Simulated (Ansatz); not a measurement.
**CH₆AlCl₂N: basis-set convergence**

The task here is to estimate one member of a computed series from the others.

Computed with Ansatz 0.2.0, Gaussian basis. Level: one geometry, several basis sets.

Levels to be run: PBE0-D4/def2-SVP; ωB97M-V/def2-SVP; PBE0-D4/def2-QZVPP; ωB97M-V/def2-QZVPP; the functionals' def2-TZVPP values are taken from earlier runs.

### The geometry

An earlier PBE0-D4 in a triple-zeta def2 set relaxation fixed the geometry.

SMILES `[CH3][Al-]([NH3+])([Cl])[Cl]`, 11 atoms, charge 0, spin multiplicity 1.

Atoms are counted from 1 here; the program's logs count them from 0.

Bond lengths: C1–Al2 1.944 Å, C1–H6 1.094 Å, C1–H7 1.094 Å, C1–H8 1.094 Å, Al2–N3 2.023 Å, Al2–Cl4 2.137 Å, Al2–Cl5 2.137 Å, N3–H9 1.016 Å, N3–H10 1.016 Å, N3–H11 1.016 Å. Angles: Al2–C1–H6 110.4°, Al2–C1–H7 112.2°, Al2–C1–H8 112.2°, H6–C1–H7 106.8°, H6–C1–H8 106.8°, H7–C1–H8 108.1°, C1–Al2–N3 106.9°, C1–Al2–Cl4 117.8°, C1–Al2–Cl5 117.8°, N3–Al2–Cl4 97.7°, N3–Al2–Cl5 97.7°, Cl4–Al2–Cl5 114.1°, Al2–N3–H9 108.0°, Al2–N3–H10 112.3°, Al2–N3–H11 112.3°, H9–N3–H10 107.7°, H9–N3–H11 107.7°, H10–N3–H11 108.6°.

Set-up of the first run:

Contents of in.yaml:

```yaml
crystal:
  periodic: [false, false, false]
  atoms:
    - {symbol: C, position_ang: [-1.573716, 0.259208, 0.571956]}
    - {symbol: Al, position_ang: [-0.005849, 0.568677, -0.535221]}
    - {symbol: N, position_ang: [1.386751, -0.787800, 0.025615]}
    - {symbol: Cl, position_ang: [-0.120786, 0.022907, -2.598021]}
    - {symbol: Cl, position_ang: [1.144830, 2.329939, -0.160915]}
    - {symbol: H, position_ang: [-2.368087, 0.966317, 0.315784]}
    - {symbol: H, position_ang: [-1.986153, -0.744951, 0.432617]}
    - {symbol: H, position_ang: [-1.360552, 0.394188, 1.636945]}
    - {symbol: H, position_ang: [2.215716, -0.639950, -0.543758]}
    - {symbol: H, position_ang: [1.657327, -0.682507, 0.998795]}
    - {symbol: H, position_ang: [1.075921, -1.743127, -0.123095]}
basis:
  gaussian: {orbitals: def2-SVP}
hamiltonian: {xc: pbe0, dispersion: d4}
output: {orbitals: {seedname: orbitals}}
```

The run is started by

```sh
$ ansatz run in.yaml --threads 4 --pin off --events-out ev --progress --plain --max-ram 10444MiB
```

Steps of the session up to this table: PBE0-D4 in def2-SVP; ωB97M-V in def2-SVP; PBE0-D4 in def2-QZVPP; ωB97M-V in def2-QZVPP.

One table of the session follows, with a row left open; its other results are not shown here.

| functional | basis | HOMO (eV) |
| --- | --- | --- |
| PBE0-D4 | def2-SVP | -7.76 |
| PBE0-D4 | def2-TZVPP | -7.92 |
| PBE0-D4 | def2-QZVPP | -7.96 |
| ωB97M-V | def2-SVP | ? |
| ωB97M-V | def2-TZVPP | -10.14 |
| ωB97M-V | def2-QZVPP | -10.19 |

**Question.** Estimate the row for ωB97M-V, def2-SVP.

**Answer.** HOMO (eV): -9.96. In the column «HOMO (eV)» it lies between ωB97M-V, def2-TZVPP (-10.14) and PBE0-D4, def2-QZVPP (-7.96).
